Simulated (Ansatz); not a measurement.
Here is an Ansatz 0.2.0 calculation.

The input input.yaml:

```yaml
crystal:
  lattice:
    - [4.938563, 0.0, 0.0]
    - [-2.06239, 5.194497, 0.0]
    - [-0.696781, -0.653765, 6.233256]
  atoms:
    - { symbol: Br, position: [0.658332, 0.853073, 0.241089] }
    - { symbol: Br, position: [0.330927, 0.143685, 0.758971] }
    - { symbol: P, position: [0.639764, 0.49819, 0.632868] }
    - { symbol: P, position: [0.359406, 0.497147, 0.373742] }
hamiltonian:
  xc: pbe
  pseudopotentials: { kind: paw }
kpoints:
  mp_grid: { grid: [6, 5, 5] }
scf:
  occupations: { method: fermi_dirac, width: 0.05 }
output:
  forces: true
  stress: true
  eigenvalues: true
```

Potentials or basis: Ansatz PAW.

Run with:

```console
$ ansatz run input.yaml --threads 2 --pin off --max-ram 5120MiB --backend cpu --events-out ev --progress --plain --runs-dir out
```

Question: Predict the band gap on the k mesh.

Answer: 1.59 eV, direct.

Question: What does it give for the largest force?

Answer: 0.672 eV/Å.

Stress tensor (GPa, compression positive):
```
 0.52 -0.16  0.74
-0.16 -0.10  0.19
 0.74  0.19  0.80
```

Caveat: odd divisions of the mesh miss points on the zone boundary, where band edges often lie, so the gap on the mesh can be too wide. A k mesh can miss the band edges.
